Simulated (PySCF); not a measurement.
# HfO−: from the state search to spectroscopic constants

An exercise on one series of results from a longer session: the logs are not shown, and one member is left open.

Program: PySCF 2.14.0. Level of theory: Hf def2-TZVPPD with ECP60, O def2-TZVPPD, scalar-relativistic core potentials. These are calculated values, not measurements.

4 further runs of the same task are left out: 4 set aside as unsound or not needed.

Set-up of the first run:

Settings of the job:

```yaml
atoms: Hf, O
charge: -1
basis: Hf def2-TZVPPD with ECP60, O def2-TZVPPD
Hamiltonian: scalar-relativistic core potentials
basis_functions: 99
electrons_treated: 21
masses_in_u: 179.9465, 15.9949
levels: PBE0, PBE, r²SCAN, LDA, r²SCANh, PBEsol, BHandHLYP, MN15, HSE06, MP2, SCS-MP2, CCSD, CCSD(T)
grid: 80 radial by 434 angular points
occupations: held fixed by the projection of orbital angular momentum
dissociation_limit: Hf + O−, each in its ground configuration
starting_distance_in_angstrom: 2.100
values_of_2S_to_try: 1, 3, 5
```

Started as:

```bash
$ OMP_NUM_THREADS=2 python dia.py task.json out
```

Among the steps run: The job; PBE0 along the bond; PBE (GGA); r²SCAN; LDA; r²SCANh; PBEsol; BHandHLYP; MN15 (hybrid meta-GGA); HSE06; Correlated methods on the Hartree–Fock reference.

One table of the session follows, with a row left open; its other results are not shown here.

Differences from CCSD(T) in the same basis:

| level | Re (mÅ) | ωe (%) |
| --- | --- | --- |
| ROHF-MP2 | -6 | +0.6 |
| ROHF-SCS-MP2 | ? | ? |
| ROHF-CCSD | -9 | +2.4 |
| LDA | -27 | +4.0 |
| PBE | -10 | +0.4 |
| PBEsol | -20 | +2.4 |
| r²SCAN | -16 | +2.7 |
| r²SCANh | -20 | +3.7 |
| PBE0 | -24 | +4.1 |
| HSE06 | -22 | +3.6 |
| MN15 | -20 | +4.4 |
| BHandHLYP | -21 | +4.8 |

Q: Estimate the row for ROHF-SCS-MP2 from the others.

The run gave: Re (mÅ): -2; ωe (%): 0.0. In the column «Re (mÅ)» it is the highest.
